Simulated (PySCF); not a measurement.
# Cl3O2Re (Re(O)2(Cl)3): the cost of one run

The runs use PySCF 2.14.0; r2SCAN, Re def2-SVP with ECP60, O def2-SVP, Cl def2-SVP; scalar-relativistic core potentials, no spin–orbit coupling.

5 further runs of the same task are left out: 2 for a known fault of the program, 2 that didn't finish, 1 set aside as unsound or not needed.

## (1) The system as given

6 atoms, charge 0, spin multiplicity 1.

Bond lengths: Re1–O2 1.693 Å, Re1–O3 1.693 Å, Re1–Cl4 2.317 Å, Re1–Cl5 2.333 Å, Re1–Cl6 2.316 Å. Angles: O2–Re1–O3 110.2°, O2–Re1–Cl4 93.9°, O2–Re1–Cl5 124.9°, O2–Re1–Cl6 94.0°, O3–Re1–Cl4 93.9°, O3–Re1–Cl5 124.9°, O3–Re1–Cl6 94.0°, Cl4–Re1–Cl5 83.1°, Cl4–Re1–Cl6 166.1°, Cl5–Re1–Cl6 83.1°.

Coordinates:

```
Re    0.13683   -0.17354    0.00000
O     0.62983   -1.00805    1.38837
O     0.62983   -1.00805   -1.38837
Cl    1.97599    1.23527    0.00000
Cl   -1.04824    1.83658    0.00000
Cl   -1.98536   -1.09988    0.00000
```

Formal oxidation states: Re +7. An earlier session relaxed this geometry at r2SCAN, Re def2-SVP with ECP60, O def2-SVP, Cl def2-SVP (singlet, point group C2v).

Its energy there is -1608.840364 Eh.

## (2) Multiplicity 3 at the relaxed geometry

Contents of run.py (the lines that set the calculation):

```python
mol = gto.M(atom='''
Re     0.13683    -0.17354     0.00000
O      0.62983    -1.00805     1.38837
O      0.62983    -1.00805    -1.38837
Cl     1.97599     1.23527     0.00000
Cl    -1.04824     1.83658     0.00000
Cl    -1.98536    -1.09988     0.00000''',
    basis={'Re': 'def2-SVP', 'O': 'def2-SVP', 'Cl': 'def2-SVP'},
    ecp={'Re': 'def2-SVP'},
    charge=0, spin=2)
mf = dft.UKS(mol, xc='R2SCAN')
mf.grids.atom_grid = (50, 194)
mf = mf.density_fit()  # fitting sets: Re def2-universal-JKFIT, O def2-universal-JKFIT, Cl def2-universal-JKFIT
mf.conv_tol = 1e-08; mf.max_cycle = 55
mf.kernel(dm0)  # dm0: free metal ions and neutral atoms
```

Command:

```console
$ OMP_NUM_THREADS=2 python run.py
```

**Question.** How long does this run take on 2 threads of Arm Neoverse V1, shared host?

About 9.6 s.
